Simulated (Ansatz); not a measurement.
# CH2ClNOSi: one species, many methods

One table from this session's results is given with a row withheld; the runs are named, their logs left out.

The runs use Ansatz 0.2.0, Gaussian basis; functionals in def2-TZVPP, the program's frozen cores in correlated methods.

Levels to be run: LDA (SPW92), PBE-D4, revPBE-D4, BLYP-D4, r2SCAN-D4, B97M-V, PBE0-D4, B3LYP-D4, r2SCANh-D4, r2SCAN0-D4, HSE06-D4, BHLYP-D4, CAM-B3LYP-D4, LC-ωPBE, ωB97X-V, ωB97M-V, B2PLYP, PBE-QIDH; CCSD(T)/def2-SVP; CCSD(T)/def2-TZVPP; MP2/def2-QZVPP; extrapolation to the limit; RPA on PBE.

## The relaxed structure

The geometry comes from an earlier relaxation with PBE0-D4 in a triple-zeta def2 set; it is a stationary point, not always the lowest conformer.

SMILES `O[Si]1(Cl)C=N1`, 7 atoms, charge 0, spin multiplicity 1.

Atoms are counted from 1 here; the program's logs count them from 0.

Bond lengths: O1–Si2 1.622 Å, O1–H6 0.960 Å, Si2–Cl3 2.014 Å, Si2–C4 1.750 Å, Si2–N5 1.745 Å, C4–N5 1.301 Å, C4–H7 1.093 Å. Angles: Si2–O1–H6 116.7°, O1–Si2–Cl3 106.1°, O1–Si2–C4 127.4°, O1–Si2–N5 122.4°, Cl3–Si2–C4 124.0°, Cl3–Si2–N5 120.4°, C4–Si2–N5 43.7°, Si2–C4–N5 67.9°, Si2–C4–H7 165.3°, N5–C4–H7 126.8°, Si2–N5–C4 68.3°.

The first run:

Input file in.yaml:

```yaml
crystal:
  periodic: [false, false, false]
  atoms:
    - {symbol: O, position_ang: [-0.795318, -0.256535, 1.554380]}
    - {symbol: Si, position_ang: [0.271555, -0.287664, 0.332575]}
    - {symbol: Cl, position_ang: [1.930954, -1.166885, 1.060579]}
    - {symbol: C, position_ang: [0.232427, 0.662128, -1.136354]}
    - {symbol: N, position_ang: [-0.211201, -0.546304, -1.324016]}
    - {symbol: H, position_ang: [-1.674215, 0.072476, 1.351688]}
    - {symbol: H, position_ang: [0.307000, 1.454884, -1.884449]}
basis:
  gaussian: {orbitals: def2-TZVPP}
hamiltonian: {xc: lda}
output: {orbitals: {seedname: orbitals}}
```

Command:

```sh
$ ansatz run in.yaml --threads 2 --pin off --events-out ev --progress --plain --max-ram 4352MiB
```

Steps of the session up to this table: LDA; PBE-D4 (GGA); revPBE-D4 (GGA); BLYP-D4 (GGA); r2SCAN-D4 (meta-GGA); B97M-V (meta-GGA); PBE0-D4 (hybrid); B3LYP-D4 (hybrid); r2SCANh-D4 (hybrid); r2SCAN0-D4 (hybrid); HSE06-D4 (hybrid); BHLYP-D4 (hybrid); CAM-B3LYP-D4 (range-separated); LC-ωPBE (range-separated); ωB97X-V (range-separated); ωB97M-V (range-separated); B2PLYP (double hybrid); PBE-QIDH (double hybrid).

One of the session's tables, all rows but one given; the rest of the session is left out.

It belongs to the step «Orbital energies across the functionals». 

| functional | HOMO (eV) | gap (eV) |
| --- | --- | --- |
| LDA (SPW92) | ? | ? |
| PBE-D4 | -5.46 | 3.17 |
| revPBE-D4 | -5.40 | 3.21 |
| BLYP-D4 | -5.35 | 3.22 |
| r2SCAN-D4 | -5.69 | 3.61 |
| B97M-V | -5.74 | 3.85 |
| PBE0-D4 | -6.78 | 5.66 |
| B3LYP-D4 | -6.57 | 5.20 |
| r2SCANh-D4 | -6.19 | 4.54 |
| r2SCAN0-D4 | -6.94 | 5.93 |
| HSE06-D4 | -6.38 | 4.86 |
| BHLYP-D4 | -8.04 | 8.18 |
| CAM-B3LYP-D4 | -8.17 | 8.30 |
| LC-ωPBE | -9.49 | 10.86 |
| ωB97X-V | -9.14 | 10.43 |
| ωB97M-V | -9.01 | 10.22 |

**Question.** Estimate the row for LDA (SPW92).

**Answer.** HOMO (eV): -5.62; gap (eV): 3.04. In the column «HOMO (eV)» it lies between r2SCAN-D4 (-5.69) and PBE-D4 (-5.46).
